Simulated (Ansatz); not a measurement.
**HfC (NiAs type): equation of state and elastic constants**

One table from this session's results is given with a row withheld; the runs are named, their logs left out.

Method: DFT PBEsol, scalar-relativistic, plane waves, PAW, in Ansatz 0.2.0.

1 further run of the same task is left out (it didn't finish).

**The system as given**

It takes space group P6_3/mmc (No. 194, hexagonal). The conventional cell has a = 3.233 Å, b = 3.233 Å, c = 5.719 Å, α = 90.00°, β = 90.00°, γ = 120.00°. Hf (site symmetry -3m) has 6 C at 2.35 Å as nearest neighbours. C (site symmetry -6m2) has 6 Hf at 2.35 Å as nearest neighbours.

Coordinates:

```
Hf C
1.0
     3.23321    0.00000    0.00000
    -1.61660    2.80004    0.00000
     0.00000    0.00000    5.71875
Hf C
2 2
Direct
  0.00000 0.00000 0.00000
  0.00000 0.00000 0.50000
  0.33333 0.66667 0.25000
  0.66667 0.33333 0.75000
```

An earlier run at PBEsol left this cell at 12.943 Å³/atom and 0.00 GPa (10×10×6 mesh).

Volume factors to run: 0.980, 1.020, 0.960, 1.040.

The first run:

Contents of input.yaml:

```yaml
crystal:
  lattice:
    - [3.2115086381, 0.0, 0.0]
    - [-1.605754319, 2.7812480651, 0.0]
    - [0.0, 0.0, 5.680370561]
  atoms:
    - { symbol: Hf, position: [0.0, 0.0, 0.0] }
    - { symbol: Hf, position: [0.0, 0.0, 0.5] }
    - { symbol: C, position: [0.3333333333, 0.6666666667, 0.25] }
    - { symbol: C, position: [0.6666666667, 0.3333333333, 0.75] }
basis:
  ecutwfc: 420
  ecutrho_ratio: 4
kpoints:
  mp_grid: { grid: [10, 10, 6] }
hamiltonian:
  xc: pbesol
scf:
  occupations: { method: gaussian, width: 0.05 }
output:
  forces: true
  stress: true
  eigenvalues: true
relax:
  f_tol: 0.01
  max_steps: 40
  cell: { stress_tol: 0.1, fix: [volume] }
```

The run is started by

```bash
$ ansatz run input.yaml --threads 4 --pin off --max-ram 4096MiB --backend cpu --events-out ev --progress --plain --runs-dir out
```

Steps of the session up to this table: At 0.980 of the relaxed volume; Scaling the volume by 1.020; Scaling the volume by 0.960; Volume × 1.040.

One table of the session follows, with a row left open; its other results are not shown here.

| volume (Å³/atom) | energy (meV/atom) | pressure (GPa) |
| --- | --- | --- |
| 12.425 | 15.24 | 9.78 |
| 12.684 | 3.67 | 4.65 |
| 12.943 | 0.00 | 0.00 |
| 13.202 | ? | ? |
| 13.461 | 13.40 | -8.02 |

Q: Estimate the row for volume (Å³/atom) = 13.202 from the others.

Worked estimate for «energy (meV/atom)». A straight line through the neighbours (12.943, 0.00) and (13.461, 13.40) gives 0.00 + (13.40 − 0.00) × (13.202 − 12.943) / (13.461 − 12.943) = 6.70; a parabola fitted to 3 rows on both sides gives 3.24.

As computed: energy (meV/atom): 3.47; pressure (GPa): -4.21. In «energy (meV/atom)» the line misses by +3.23 and the parabola by -0.23.

volume (Å³/atom), energy (meV/atom) and a bar:
```
    12.43       15.2 ##############################
    12.68        3.7 #######
    12.94        0.0 
    13.20        3.5 #######
    13.46       13.4 ##########################
```

To keep in mind: Spin–orbit coupling is left out, though the cell holds Hf; in elements this heavy it can shift levels and gaps by tenths of an eV.
